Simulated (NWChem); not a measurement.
# C2H6SSi (SMILES C[Si]SC): UB1LYP/MINI

Aim: the vertical ionisation energy of C2H6SSi at UB1LYP/MINI, from 2 runs. 

The calculation is run with NWChem 7.3.0.

2 further runs of the same task are left out: 2 set aside as unsound or not needed.

### 1 Starting point

C2H6SSi: 10 atoms, total charge 0, spin state singlet. SMILES: `C[Si]SC`. The shape is that of a PBE0-D4/def2-TZVP optimisation. This is one conformer, not always the lowest.

Bond lengths: C1–Si2 1.902 Å, Si2–S3 2.120 Å, S3–C4 1.813 Å, C1–H5 1.096 Å, C1–H6 1.095 Å, C1–H7 1.092 Å, C4–H8 1.089 Å, C4–H9 1.089 Å, C4–H10 1.090 Å. Some angles: C1–Si2–S3 101.6°, Si2–S3–C4 111.5°, Si2–C1–H5 111.4°, Si2–C1–H6 111.6°, Si2–C1–H7 110.2°, S3–C4–H8 110.9°, S3–C4–H9 110.8°, S3–C4–H10 107.2°, H5–C1–H6 107.2°, H5–C1–H7 108.1°.

### 2 The energy at UB1LYP/MINI

The input, c2h6ssi.nw:

```
start c2h6ssi
memory 2200 mb

geometry units angstrom noautoz
  C     -0.474500     1.498000     0.212000
  Si    -1.532200     0.664600    -1.131800
  S     -0.684600    -1.277500    -1.197000
  C      0.678400    -1.448200    -0.013100
  H     -0.563800     0.976000     1.171000
  H      0.587400     1.503400    -0.056300
  H     -0.795200     2.531900     0.356400
  H      0.331700    -1.277900     1.005200
  H      1.483700    -0.753100    -0.246400
  H      1.052300    -2.468400    -0.097000
end

basis spherical bse
  * library MINI
end

dft
  xc becke88 0.75 lyp 1.0 hfexch 0.25
  odft
  grid coarse
  convergence energy 1e-06
  mulliken
end

task dft energy
```

On the command line:

```bash
$ nwchem c2h6ssi.nw > c2h6ssi.out
```

Output:

```text
[...]
          Wavefunction type:  spin polarized.
          No. of atoms     :    10
          No. of electrons :    48
[...]
          Charge           :     0
          Spin multiplicity:     1
[...]
          AO basis - number of functions:    34
[...]
              XC Information
              --------------
                     Hartree-Fock (Exact) Exchange  0.250
                    Becke 1988 Exchange Functional  0.750
              Lee-Yang-Parr Correlation Functional  1.000
[...]
 d= 0,ls=0.0,diis     1   -763.1420935588 -9.65D+02  1.45D-02  4.40D-02     0.5
[...]
 d= 0,ls=0.0,diis     7   -763.1689362071 -7.51D-08  4.69D-06  7.88D-09     2.7
[...]
         Total DFT energy =     -763.168936207094
      One electron energy =    -1451.458217987448
           Coulomb energy =      545.028797277570
    Exchange-Corr. energy =      -59.075013815446
 Nuclear repulsion energy =      202.335498318230
[...]
      Total Density - Mulliken Population Analysis
     ---------------------------------------------
    Atom       Charge   Shell Charges
 -----------   ------   -------------------------------------------------------
    1 C    6     7.01   1.99  1.42  3.60
    2 Si  14    13.43   2.00  2.00  1.74  5.95  1.74
    3 S   16    16.10   2.00  2.00  1.87  5.96  4.26
    4 C    6     6.85   1.99  1.40  3.45
    5 H    1     0.79   0.79
    6 H    1     0.79   0.79
    7 H    1     0.78   0.78
    8 H    1     0.75   0.75
    9 H    1     0.75   0.75
   10 H    1     0.74   0.74
[...]
      <S2> =     -0.0000 (Exact =     0.0000)
[...]
```

Wall time 3.3 s (1 thread of Intel Xeon Platinum 8488C (Sapphire Rapids), shared host); peak memory 0.11 GiB.

### 3 The doublet cation, same level

The input, sp.nw:

```
start sp
title "C2H6SSi energy"
memory total 2200 mb
charge 1

geometry noautosym nocenter noautoz
 C    -0.474500    1.498000    0.212000
 Si   -1.532200    0.664600   -1.131800
 S    -0.684600   -1.277500   -1.197000
 C     0.678400   -1.448200   -0.013100
 H    -0.563800    0.976000    1.171000
 H     0.587400    1.503400   -0.056300
 H    -0.795200    2.531900    0.356400
 H     0.331700   -1.277900    1.005200
 H     1.483700   -0.753100   -0.246400
 H     1.052300   -2.468400   -0.097000
end

basis spherical bse
 * library MINI
end

dft
 xc becke88 0.75 lyp 1.0 hfexch 0.25
 mult 2
 grid coarse
 convergence energy 1e-06
 iterations 150
 mulliken
end

task dft
```

On the command line:

```bash
$ nwchem sp.nw > sp.out
```

Output:

```text
[...]
          Wavefunction type:  spin polarized.
          No. of atoms     :    10
          No. of electrons :    47
[...]
          Charge           :     1
          Spin multiplicity:     2
[...]
          AO basis - number of functions:    34
[...]
              XC Information
              --------------
                     Hartree-Fock (Exact) Exchange  0.250
                    Becke 1988 Exchange Functional  0.750
              Lee-Yang-Parr Correlation Functional  1.000
[...]
 d= 0,ls=0.0,diis     1   -762.7280725352 -9.65D+02  4.04D-02  9.38D-02     0.6
[...]
 d= 0,ls=0.0,diis    12   -762.8078440951 -1.03D-08  5.87D-06  6.11D-10     4.4
[...]
         Total DFT energy =     -762.807844095115
      One electron energy =    -1439.151417593322
           Coulomb energy =      532.673595427114
    Exchange-Corr. energy =      -58.665520247137
 Nuclear repulsion energy =      202.335498318230
[...]
      Total Density - Mulliken Population Analysis
     ---------------------------------------------
    Atom       Charge   Shell Charges
 -----------   ------   -------------------------------------------------------
    1 C    6     7.02   1.99  1.46  3.57
    2 Si  14    12.99   2.00  2.00  1.47  5.95  1.57
    3 S   16    15.92   2.00  2.00  1.90  5.96  4.06
    4 C    6     6.86   1.99  1.43  3.44
    5 H    1     0.71   0.71
    6 H    1     0.71   0.71
    7 H    1     0.71   0.71
    8 H    1     0.71   0.71
    9 H    1     0.71   0.71
   10 H    1     0.67   0.67
[...]
      <S2> =      0.7551 (Exact =     0.7500)
[...]
```

Wall time 5.1 s (1 thread of Intel Xeon Platinum 8488C (Sapphire Rapids), shared host); peak memory 0.11 GiB.

### 4 Outcome

At UB1LYP/MINI:

| quantity | value |
| --- | --- |
| singlet C2H6SSi: total energy | -763.16894 Eh |
| singlet C2H6SSi: dipole moment | 2.21 D |
| singlet C2H6SSi: HOMO energy | -7.33 eV |
| singlet C2H6SSi: LUMO energy | -2.82 eV |
| singlet C2H6SSi: HOMO–LUMO gap | 4.50 eV |
| doublet cation: total energy | -762.80784 Eh |
| doublet cation: HOMO energy (highest over α and β) | -14.56 eV |
| doublet cation: LUMO energy (lowest over α and β) | -12.23 eV |
| doublet cation: ⟨S²⟩ | 0.755 |
| vertical ionisation energy (to the doublet cation) | 9.826 eV |

**Reading.** Removing an electron at fixed nuclei costs 9.83 eV (948 kJ/mol). The negative HOMO energy of the first species, 7.33 eV, lies 2.50 eV below that difference. In a minimal basis such a difference can be off by several eV, whatever the method. Mulliken charges (singlet C2H6SSi) run from -1.01 on C1 to +0.57 on Si2; they depend strongly on the basis.
